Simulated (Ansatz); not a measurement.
# BH₃OSe (SMILES B[Se]O): a rigid scan of the bond length Se2–O3

One table from this session's results is given with a row withheld; the runs are named, their logs left out.

Method: single points in def2-TZVPP; program: Ansatz 0.2.0, Gaussian basis.

Levels: PBE-D4, r2SCAN-D4, PBE0-D4, B3LYP-D4, wB97M-V, Hartree-Fock, MP2, CCSD, CCSD(T). The scan takes 1.552, 1.605, 1.683, 1.774, 1.874, 1.983, 2.098, 2.219, 2.346 Å.

Correlated methods freeze the cores. Filled d shells of the heavier atoms are correlated. B3LYP uses VWN-RPA correlation.

35 further runs of the same task are left out: 35 set aside as unsound or not needed.

**The system as given**

The minimum, relaxed at PBE0-D4: SMILES `B[Se]O`, 6 atoms, charge 0, spin multiplicity 1.

Atoms are counted from 1 here; the program's logs count them from 0.

Bond lengths: B1–Se2 1.875 Å, B1–H4 1.194 Å, B1–H5 1.189 Å, Se2–O3 1.804 Å, O3–H6 0.963 Å. Angles: Se2–B1–H4 114.1°, Se2–B1–H5 121.3°, H4–B1–H5 124.6°, B1–Se2–O3 103.8°, Se2–O3–H6 107.0°.

As a file:

```xyz
6
BH3OSe
B    -0.92129   -0.05971   -0.60310
Se    0.47852   -1.05231    0.15334
O     1.23947    0.09732    1.31751
H    -1.58372   -0.66977   -1.38665
H    -1.10401    1.07744   -0.30606
H     1.89103    0.60703    0.82496
```

Energies of the minimum (eV), from earlier single points: PBE-D4 -68109.53921, r2SCAN-D4 -68120.77158, PBE0-D4 -68111.68601, B3LYP-D4 -68123.93922, wB97M-V -68117.77353, CCSD(T) -68078.15303.

At the minimum the bond length Se2–O3 is 1.804 Å.

The first run:

Contents of ccsdt-tzvpp/in.yaml:

```yaml
crystal:
  periodic: [false, false, false]
  atoms:
    - {symbol: B, position_ang: [-0.921287, -0.059714, -0.603099]}
    - {symbol: Se, position_ang: [0.478516, -1.052313, 0.153338]}
    - {symbol: O, position_ang: [1.133010, -0.063511, 1.154644]}
    - {symbol: H, position_ang: [-1.583723, -0.669769, -1.386647]}
    - {symbol: H, position_ang: [-1.104015, 1.077437, -0.306055]}
    - {symbol: H, position_ang: [1.784572, 0.446199, 0.662089]}
basis:
  gaussian: {orbitals: def2-TZVPP}
correlation: {method: ccsd_t}
```

The command line of these runs was not kept.

Among the steps run: Se2–O3 = 1.552 Å; Se2–O3 = 1.605 Å; Se2–O3 = 1.683 Å; Se2–O3 = 1.774 Å; Se2–O3 = 1.874 Å; Se2–O3 = 1.983 Å; Se2–O3 = 2.098 Å; Se2–O3 = 2.219 Å; Se2–O3 = 2.346 Å.

One of the session's tables, all rows but one given; the rest of the session is left out.

Energies less that of the minimum at the same level (kcal/mol):

| bond length (Å) | PBE-D4 | PBE0-D4 | B3LYP-D4 | wB97M-V | Hartree-Fock |
| --- | --- | --- | --- | --- | --- |
| 1.552 | 32.1 | 28.1 | 30.9 | 28.9 | 24.9 |
| 1.605 | 18.9 | 15.8 | 18.0 | 16.4 | 13.1 |
| 1.683 | 7.0 | 5.0 | 6.4 | 5.3 | 3.2 |
| 1.774 | 0.8 | 0.3 | 0.6 | 0.3 | -0.2 |
| 1.804 (minimum) | 0.0 | 0.0 | 0.0 | 0.0 | 0.0 |
| 1.874 | ? | ? | ? | ? | ? |
| 1.983 | 3.6 | 6.4 | 4.6 | 6.5 | 9.7 |
| 2.098 | 10.0 | 14.6 | 11.7 | 14.9 | 20.2 |
| 2.219 | 18.1 | 24.4 | 20.4 | 25.3 | 32.6 |
| 2.346 | 26.9 | 35.0 | 30.1 | 36.5 | 45.9 |

Q: Estimate the row for bond length (Å) = 1.874 from the others.

**Answer.** PBE-D4: 0.0; PBE0-D4: 1.2; B3LYP-D4: 0.4; wB97M-V: 1.1; Hartree-Fock: 2.4.
